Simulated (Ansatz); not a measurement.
CH4OSSi, SMILES O=C[SiH2]S, an atomisation energy

Run with Ansatz's Python interface.

The script reads `ch4ossi.xyz`:
```text
8

O    -2.49130    0.12600   -0.35330
C    -1.48300   -0.44080    0.04690
Si    0.17890    0.38180   -0.16950
S     1.73170   -0.87720    0.63940
H    -1.49680   -1.42630    0.53660
H     0.28100    1.68050    0.54900
H     0.53120    0.61060   -1.59660
H     2.74820   -0.05450    0.34770
```

The script, `tae_ch4ossi.py`:
```python
from collections import Counter

import ansatz as az


def energy_of(molecule, charge=0, unpaired=0):
    calc = molecule.calculation().basis(gaussian="6-31G").correlation("mp2")
    if charge:
        calc = calc.charge(charge)
    if unpaired:
        calc = calc.spin("collinear", total=unpaired)
    return calc.run(threads=1).report["free_energy_ev"]


def main() -> None:
    mol = az.Crystal.molecule_from_extxyz("ch4ossi.xyz")

    unpaired = {"O": 2, "C": 2, "Si": 2, "S": 2, "H": 1}
    counts = Counter(site.symbol for site in mol.cartesian_sites)
    atom_energy = {s: energy_of(az.Crystal.molecule().atom(s, (0, 0, 0)), 0, unpaired[s]) for s in counts}
    whole = energy_of(mol, 0, 0)
    for s, e in atom_energy.items():
        print(f"{s:2s} x{counts[s]}  {e:14.5f} eV")
    print(f"CH4OSSi: {whole:.5f} eV")
    split = sum(counts[s] * e for s, e in atom_energy.items()) - whole
    print(f"atomisation energy (no zero-point term): {23.060548 * split:.1f} kcal/mol, {split / sum(counts.values()):.3f} eV an atom")


if __name__ == "__main__":
    main()
```

```console
$ python tae_ch4ossi.py
O  x1     -2036.22968 eV
C  x1     -1025.90250 eV
Si x1     -7859.81825 eV
S  x1    -10816.22948 eV
H  x4       -13.55761 eV
CH4OSSi: -21814.10588 eV
atomisation energy (no zero-point term): 500.3 kcal/mol, 2.712 eV an atom
```

500.3 kcal/mol from the electronic energies, without the zero-point term.

Caveats:
- The settings weren't tested for convergence.
- The geometry is a force-field or estimated start, not a minimum of this method, and the basis set is short of its limit. All parts are taken at fixed geometry, without zero-point energy.
- In double-zeta sets correlated atomisation energies come out some 10 to 15 % low.
- Timing: 1 s on 1 thread of Arm Neoverse V2, with other jobs on the host, peak memory 0.16 GiB.

(Lines on the test bed's own set-up are left out of the output.)
